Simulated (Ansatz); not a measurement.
# AlGaH (sextet): from Hartree-Fock to the top rungs, 6-31G

How much of the correlation energy of AlGaH (sextet) does each wave-function method recover here?

Method: 6-31G, core rule «outside noble gas», up to 19 orbitals frozen; program: Ansatz 0.2.0, Gaussian basis.

Plan: UHF; CCSD(T) on ROHF; CCSD(T) on UHF; BCCD(T) on ROHF; CISD; CCSDT(Q) on ROHF; CCSDT(Q) on UHF; CISDTQ; CASSCF and MRCISD+Q, 7 electrons in 9 orbitals; CASSCF and NEVPT2, 7 electrons in 9 orbitals; Full CI; Full CI in the symmetry of the determinant.

14 further runs of the same task are left out: 9 that didn't finish, 5 set aside as unsound or not needed.

## Step 1: The geometry

The geometry is a PBE0/def2-TZVP stationary point (not a proven minimum) of the parent state, kept for this charge and spin. No spin-orbit coupling is included. The filled d shell of Ga may be among the frozen orbitals whatever the setting's name suggests; the logs give the count.

3 atoms, charge 0, spin multiplicity 6.

Atoms are counted from 1 here; the program's logs count them from 0.

Bond lengths: Al1–Ga2 2.308 Å, Ga2–H3 1.559 Å. Angles: Al1–Ga2–H3 180.0°.

## Step 2: UHF

Input file in.yaml:

```yaml
crystal:
  periodic: [false, false, false]
  atoms:
    - {symbol: Al, position_ang: [0.000000, 0.000000, 2.058500]}
    - {symbol: Ga, position_ang: [0.000000, 0.000000, -0.249900]}
    - {symbol: H, position_ang: [0.000000, 0.000000, -1.808600]}
basis:
  gaussian: {orbitals: 6-31G}
magnetization: {spin_polarized: true, initial_magnetization: 5}
hamiltonian: {xc: hf}
output: {orbitals: {seedname: orbitals}}
```

The run is started by

```
$ ansatz run in.yaml --threads 1 --pin off --events-out ev --progress --plain --max-ram 2393MiB
```

The runs that follow: CCSD(T) on ROHF; CCSD(T) on UHF; BCCD(T) on ROHF; CISD; CCSDT(Q) on ROHF; CCSDT(Q) on UHF; CISDTQ; CASSCF and MRCISD+Q, 7 electrons in 9 orbitals; CASSCF and NEVPT2, 7 electrons in 9 orbitals; Full CI; Full CI in the symmetry of the determinant.

**Question.** What will the summary of the whole plan be? Wanted: FCI below the RHF energy; RMP2 from FCI; UMP2 from FCI; RCCSD from FCI; RCCSD(T) from FCI; UCCSD(T) from FCI; RCCSDT(Q) from FCI; UCCSDT(Q) from FCI; NEVPT2 valence from FCI.

The runs gave:

| quantity | value |
| --- | --- |
| FCI below the RHF energy | -1.3051 eV |
| RMP2 from FCI | +51.5 kJ/mol |
| UMP2 from FCI | +49.7 kJ/mol |
| RCCSD from FCI | +5.2 kJ/mol |
| RCCSD(T) from FCI | +2.1 kJ/mol |
| UCCSD(T) from FCI | +1.3 kJ/mol |
| RCCSDT(Q) from FCI | -0.2 kJ/mol |
| UCCSDT(Q) from FCI | -0.8 kJ/mol |
| NEVPT2 valence from FCI | +13.0 kJ/mol |
| MRCISD+Q valence from FCI | +0.3 kJ/mol |
| levels within 1 kcal/mol (43 meV) | RCCSD(T), UCCSD(T), BCCD(T), RCCSDT, UCCSDT, RCCSDT(Q), UCCSDT(Q), MRCISD valence, MRCISD+Q valence |
| T1 diagnostic | 0.046 |
| effectively unpaired electrons | 5.03 |

What this shows: RCCSD(T) lands +2.1 kJ/mol from the yardstick (1.6 % of the correlation energy). UCCSDT, UCCSDT(Q) fall below full CI: unrestricted runs freeze a spin-polarised core, another one than full CI's, and coupled cluster isn't variational. The occupations are near whole numbers, but T1 = 0.046 shows that the orbitals relax strongly. Of the multireference levels listed MRCISD+Q valence comes nearest in total energy (+0.3 kJ/mol), which doesn't show that its space is the better one. These misses are within one basis, not against nature; the frozen cores of restricted and unrestricted runs differ, which can shift their rows.
